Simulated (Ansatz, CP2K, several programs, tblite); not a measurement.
Energy against volume for an ordered 8-atom cell of In3GaP4 on the zincblende lattice (I-42m), at fixed shape and fractional coordinates, computed by several methods (PBE and r2SCAN, where shown, with plane waves in Ansatz); the cell shown is that of r2SCAN. With free coordinates or axes held, a curve is too stiff, and on another method's shape its minimum isn't the method's own volume. The symmetry is I-42m (No. 121, tetragonal); conventional cell a = 5.794 Å, c = 11.568 Å, 24.27 Å³ an atom. Ga is surrounded by 4 P at 2.38 Å; P is surrounded by 1 Ga at 2.38 Å and 3 In at 2.55–2.57 Å; In is surrounded by 4 P at 2.55 Å; In is surrounded by 4 P at 2.57 Å. Values at 0 K without nuclear motion; spin polarisation is off, and the phase may be a hypothetical one. Energies count from each curve's lowest point; fits are third-order Birch-Murnaghan.

```yaml
crystal:
  lattice:
    - [-2.89685, 2.89685, 5.78403]
    - [2.89685, -2.89685, 5.78403]
    - [2.89685, 2.89685, -5.78403]
  atoms:
    - { symbol: Ga, position: [0.00000, 0.00000, 0.00000] }
    - { symbol: P, position: [0.35589, 0.35589, 0.47265] }
    - { symbol: In, position: [0.75000, 0.25000, 0.50000] }
    - { symbol: P, position: [0.11677, 0.64411, 0.00000] }
    - { symbol: In, position: [0.50000, 0.50000, 0.00000] }
    - { symbol: P, position: [0.88323, 0.88323, 0.52735] }
    - { symbol: In, position: [0.25000, 0.75000, 0.50000] }
    - { symbol: P, position: [0.64411, 0.11677, 0.00000] }
```

**Question.** PBE/DZVP (CP2K), on the shape of the cell shown, gives

| V (Å³/atom) | E (meV/atom) |
| --- | --- |
| 21.357 | 147.38 |
| 22.813 | 46.73 |
| 24.269 | 2.50 |
| 25.725 | 0.00 |
| 27.181 | 25.89 |

What equilibrium volume and bulk modulus follow?

**Answer.** V₀ = 25.11 Å³ an atom and B₀ = 63 GPa.

PBE/SZV (CP2K), on the shape of the cell shown:

| V (Å³/atom) | E (meV/atom) |
| --- | --- |
| 21.357 | 247.77 |
| 22.813 | 105.40 |
| 24.269 | 28.41 |
| 25.725 | 0.00 |
| 27.181 | 5.30 |

V₀ = 26.16 Å³ an atom and B₀ = 61 GPa.

light PBE (260 eV, its own mesh), on the shape of the cell shown:

| V (Å³/atom) | E (meV/atom) |
| --- | --- |
| 22.328 | 77.52 |
| 23.298 | 37.95 |
| 24.269 | 9.04 |
| 25.240 | 0.00 |
| 26.211 | 25.70 |
| 27.181 | 40.94 |

The points scatter about a smooth fit, as a low cutoff and a light mesh can make them, so no fit is quoted.

GFN2-xTB (tblite), on the shape of the cell shown, as a cluster of 64 atoms at the zone centre:

| V (Å³/atom) | E (meV/atom) |
| --- | --- |
| 21.357 | 189.63 |
| 22.813 | 81.47 |
| 24.269 | 27.99 |
| 25.725 | 8.13 |
| 27.181 | 0.00 |

The lowest point is an end point, so the minimum isn't bracketed.

**Question.** PBE, on the shape of its own relaxed cell, gives
```csv
V (Å³/atom),E (meV/atom)
23.429,20.36
24.176,4.91
24.924,0.00
25.672,4.01
26.420,15.53
```
What equilibrium volume and bulk modulus follow?

**Answer.** V₀ = 24.94 Å³ an atom and B₀ = 63 GPa.
